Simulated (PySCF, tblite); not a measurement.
# C₈H₉NS: geometry, infrared bands and NMR shifts

Aim: predict the infrared bands and NMR shifts of C₈H₉NS (`CCCc1ccc(C#N)s1`).

The runs use tblite 0.8.0 and PySCF 2.14.0, with density-fitted response routines of our own; the level of theory stands in each step. All values are computed, except where a source is named. Atoms count from 0, in the outputs and in this text.

## 1. Starting geometry

19 atoms, charge 0, multiplicity 1; geometry from: force field or distance geometry start.

Bonds of the start (Å): C0–C1 1.50, C1–C2 1.53, C2–C3 1.48, C3–C4 1.37, C4–C5 1.34, C5–C6 1.36, C6–C7 1.44, C7–N8 1.18, C6–S9 1.81, S9–C3 1.62, C0–H10 1.10, C0–H11 1.11, C0–H12 1.13, C1–H13 1.11, C1–H14 1.09, C2–H15 1.12, C2–H16 1.09, C4–H17 1.11, C5–H18 1.13.

## 2. Optimising the geometry with GFN2-xTB

The job: settings as JSON, then the geometry in Å.

```
{"job": {"kind": "relax", "xc": "GFN2-xTB", "basis": "xTB"}, "charge": 0, "multiplicity": 1}
C     -1.981300     0.634400    -1.345400
C     -2.120900    -0.546500    -0.430600
C     -1.317600    -0.380800     0.860200
C      0.099800    -0.198600     0.482700
C      1.149100    -0.021800     1.351900
C      2.367900     0.114800     0.822100
C      2.515800     0.065200    -0.530900
C      3.743100     0.190200    -1.267900
N      4.732900     0.291300    -1.894800
S      0.785300    -0.194700    -0.990000
H     -1.397000     0.305000    -2.216200
H     -1.590400     1.538000    -0.838000
H     -3.026300     0.835800    -1.739100
H     -3.164400    -0.715300    -0.108500
H     -1.780900    -1.442400    -0.955300
H     -1.746100     0.506700     1.397300
H     -1.515800    -1.254100     1.489900
H      0.960200     0.008100     2.446200
H      3.276800     0.274000     1.474100
```

Command:

```sh
$ OMP_NUM_THREADS=1 python probes_run.py task.json out
```

This one command runs all jobs of the session in turn.

**Question.** This job is followed by: GFN2-xTB harmonic vibrations, gas phase; GIAO PBE0/pcSseg-1 NMR shielding, non-relativistic, gas phase. What will the session give for the following? strongest single infrared mode (GFN2-xTB); zero-point energy (GFN2-xTB); 13C shifts against TMS (PBE0/pcSseg-1); 1H shifts against TMS (PBE0/pcSseg-1, means over atoms taken as alike); 15N shifts against NH3 (PBE0/pcSseg-1); 33S shifts against CS2 (PBE0/pcSseg-1).

**Answer**, as computed:

```
                                                              quantity                                                    value
                             strongest single infrared mode (GFN2-xTB)                                    2357 cm⁻¹, 309 km/mol
                                          zero-point energy (GFN2-xTB)                                            92.7 kcal/mol
                                13C shifts against TMS (PBE0/pcSseg-1)  166.5, 143.5, 131.2, 119.5, 119.0, 36.9, 31.2, 14.4 ppm
1H shifts against TMS (PBE0/pcSseg-1, means over atoms taken as alike)                         7.51, 6.93, 2.95, 1.70, 0.83 ppm
                                15N shifts against NH3 (PBE0/pcSseg-1)                                                326.1 ppm
                                33S shifts against CS2 (PBE0/pcSseg-1)                                                  265 ppm
```

In words: Over 153 steps the energy fell by 1.332 eV; of the close pairs, C3–S9 changed most, 1.624 to 1.730 Å. All 51 modes are real, so the xTB geometry is a minimum. The strongest single mode, at 2357 cm⁻¹, moves mainly C7 and N8. Unscaled tight-binding wavenumbers are off by several per cent, some by more. Its intensities can rank the bands wrongly. At PBE0/pcSseg-1: Shielding is most anisotropic at N8 (span 440 ppm, paramagnetic term -398 ppm). NICS(1)zz of -24 ppm above the planar ring from C3 marks a diatropic (aromatic) ring current.
